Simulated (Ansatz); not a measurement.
A nudged elastic band was laid between two geometries of a periodic cell of 63 atoms, Si62B (host Si, host structure diamond, dopant B, one Si atom removed), cell charge -2.

Computed with DFT LDA, scalar-relativistic, plane waves, PAW (Ansatz 0.2.0). Settings: PAW set soft_1, cutoff 420 eV, k mesh 1x1x1, fermi-dirac smearing 0.05 eV, spin collinear.

* movable images: 3
* climbing image: yes
* spring: 10.0 eV/Å²
* optimiser: quadratic models (default)
* start path: IDPP
* force threshold: 0.05 eV/Å
* iteration limit: 37
* end points: relaxed

Image 0:

```xyz
63
Lattice="10.8600 0.0000 0.0000 0.0000 10.8600 0.0000 0.0000 0.0000 10.8600" Properties=species:S:1:pos:R:3
Si 5.458 0.012 0.044
Si 6.860 1.334 1.423
Si 8.147 2.717 0.023
Si 9.530 4.004 1.425
Si 8.319 0.089 2.824
B 9.859 1.002 3.748
Si 0.028 -0.025 0.028
Si 1.372 1.343 1.369
Si 2.675 2.711 -0.052
Si 4.035 4.049 1.351
Si 5.420 5.444 0.066
Si 6.813 6.828 1.353
Si 8.149 8.191 -0.052
Si 9.520 9.491 1.369
Si 2.738 -0.003 2.723
Si 4.094 1.340 4.108
Si 5.387 2.663 2.683
Si 6.208 4.653 3.544
Si 8.198 5.474 2.684
Si 9.522 6.768 4.108
Si 5.532 0.086 5.466
Si 6.930 1.532 6.785
Si 9.327 3.928 6.783
Si 8.161 0.061 8.125
Si 9.524 1.341 9.546
Si -0.009 5.405 0.043
Si 1.368 6.765 1.382
Si 2.728 8.134 0.005
Si 4.098 9.494 1.380
Si -0.087 2.543 2.824
Si 1.289 4.016 4.081
Si 2.694 5.386 2.742
Si 4.104 6.759 4.053
Si 5.476 8.170 2.742
Si 6.847 9.572 4.082
Si -0.109 0.112 5.297
Si 1.313 1.354 6.750
Si 2.710 2.715 5.438
Si 4.060 4.048 6.838
Si 5.396 5.466 5.539
Si 6.816 6.800 6.838
Si 8.148 8.152 5.439
Si 9.509 9.549 6.750
Si 2.704 0.001 8.114
Si 4.074 1.322 9.502
Si 5.457 2.720 8.178
Si 6.768 4.097 9.556
Si 8.146 5.406 8.178
Si 9.540 6.791 9.504
Si 0.005 8.125 2.724
Si 1.327 9.536 4.052
Si -0.086 5.328 5.466
Si 1.345 6.769 6.780
Si 2.700 8.161 5.383
Si 4.092 9.515 6.780
Si -0.057 2.704 8.124
Si 1.311 4.086 9.468
Si 2.706 5.438 8.152
Si 4.093 6.770 9.511
Si 5.426 8.156 8.151
Si 6.776 9.554 9.465
Si 0.001 8.158 8.114
Si 1.371 9.492 9.493
```

Image 4:

Only the atoms that move by more than 0.05 Å are listed.
```
Si2 6.818 1.373 1.385
Si4 9.487 4.042 1.385
Si5 8.184 -0.022 2.693
B6 7.801 3.059 5.774
Si7 0.006 -0.006 -0.018
Si9 2.731 2.718 -0.016
Si10 4.091 4.052 1.380
Si12 6.808 6.769 1.380
Si13 8.142 8.129 -0.016
Si17 5.481 2.726 2.770
Si18 6.893 3.967 4.231
Si19 8.134 5.379 2.770
Si21 5.481 0.055 5.441
Si22 6.893 1.516 6.682
Si23 9.344 3.967 6.682
Si25 9.505 1.355 9.491
Si30 0.022 2.676 2.693
Si35 6.818 9.530 4.088
Si36 0.022 -0.022 5.391
Si39 4.066 4.077 6.792
Si40 5.446 5.414 5.445
Si41 6.783 6.794 6.792
Si46 5.446 2.730 8.129
Si47 6.783 4.077 9.509
Si48 8.130 5.414 8.129
Si51 1.373 9.487 4.056
Si52 -0.055 5.379 5.441
Si54 2.731 8.129 5.433
```

(1) Which bonds break or form, and what moves?

(2) What energy profile does the band end with?

(3) What is the geometry of the highest image?

Answers

(1) The atom that moves furthest is B6, by 3.55 Å; four of its nearest neighbours are Si36 2.00, Si5 2.01, Si30 2.02, Si51 3.31 Å at the first end and Si23 2.01, Si18 2.01, Si22 2.01, Si48 3.35 Å at the last.

(2) The forces met the threshold. The highest image is number 2 of 0 to 4, 2.07 eV above the first end and 1.85 eV above the last; the last end lies 0.22 eV above the first. Neighbouring images differ by up to 1.3 eV, so the band resolves the path poorly. By the program's own check the climbing image is of a kind that is not told: the force calls were inconclusive, a negative curvature could not be distinguished from the path's own, the only one lies far off the path, or fixed occupations may fill a level only in part (lowest curvatures found: -1.01 and 1.52 eV/Å²). Limits of this set-up: coarse k mesh, PAW files made for another functional, a typed lattice constant that wasn't relaxed here, charged cell in a uniform background, uncorrected.

| image | path coordinate (Å) | energy (eV) | Si5–B6 (Å) | B6–Si30 (Å) | B6–Si36 (Å) |
| --- | --- | --- | --- | --- | --- |
| 0 | 0.00 | 0.00 | 2.01 | 2.02 | 2.00 |
| 1 | 1.40 | 1.26 | 2.05 | 2.25 | 2.01 |
| 2 | 2.80 | 2.07 | 2.47 | 3.67 | 2.09 |
| 3 | 4.08 | 1.52 | 3.27 | 3.97 | 3.29 |
| 4 | 5.36 | 0.22 | 4.37 | 4.37 | 4.37 |

(3) 
```xyz
63
Lattice="10.8600 0.0000 0.0000 0.0000 10.8600 0.0000 0.0000 0.0000 10.8600" Properties=species:S:1:pos:R:3
Si 5.451 0.075 0.098
Si 6.873 1.419 1.493
Si 8.149 2.719 -0.004
Si 9.509 4.086 1.343
Si 8.283 0.399 3.163
B 8.823 1.474 5.318
Si -0.009 0.004 0.027
Si 1.438 1.384 1.253
Si 2.785 2.749 -0.125
Si 4.076 4.095 1.325
Si 5.455 5.410 -0.060
Si 6.809 6.785 1.305
Si 8.166 8.213 0.041
Si 9.447 9.701 1.533
Si 2.669 0.038 2.744
Si 4.085 1.364 4.087
Si 5.441 2.784 2.756
Si 6.727 4.221 4.086
Si 8.138 5.444 2.701
Si 9.498 6.791 4.068
Si 5.428 -0.044 5.438
Si 7.141 1.185 6.529
Si 9.366 3.626 6.391
Si 8.137 -0.099 8.215
Si 9.497 1.338 9.503
Si -0.022 5.483 0.003
Si 1.332 6.848 1.377
Si 2.732 8.156 0.014
Si 4.059 9.542 1.392
Si 0.054 2.695 2.567
Si 1.343 4.029 4.001
Si 2.709 5.461 2.692
Si 4.001 6.911 4.038
Si 5.485 8.180 2.675
Si 6.839 9.558 4.084
Si -0.356 0.260 5.604
Si 1.358 1.349 6.832
Si 2.701 2.700 5.423
Si 4.117 4.044 6.749
Si 5.348 5.534 5.404
Si 6.796 6.761 6.783
Si 8.150 8.145 5.449
Si 9.509 9.433 6.887
Si 2.745 -0.012 8.174
Si 4.214 1.394 9.395
Si 5.658 2.638 7.897
Si 6.813 4.033 9.411
Si 8.199 5.254 7.947
Si 9.481 6.746 9.434
Si -0.027 8.237 2.754
Si 1.127 9.751 4.150
Si -0.085 5.295 5.369
Si 1.336 6.690 6.712
Si 2.573 8.252 5.393
Si 4.041 9.473 6.799
Si -0.052 2.703 8.090
Si 1.301 4.112 9.467
Si 2.727 5.395 8.105
Si 4.055 6.773 9.491
Si 5.438 8.127 8.166
Si 6.723 9.514 9.593
Si 0.062 8.054 8.132
Si 1.349 9.481 9.520
```

Run time: 24 min on 4 threads of Intel(R) Xeon(R) Platinum 8259CL CPU @ 2.50GHz (Skylake/Cascade Lake), on a shared host, peak memory 3 GiB.
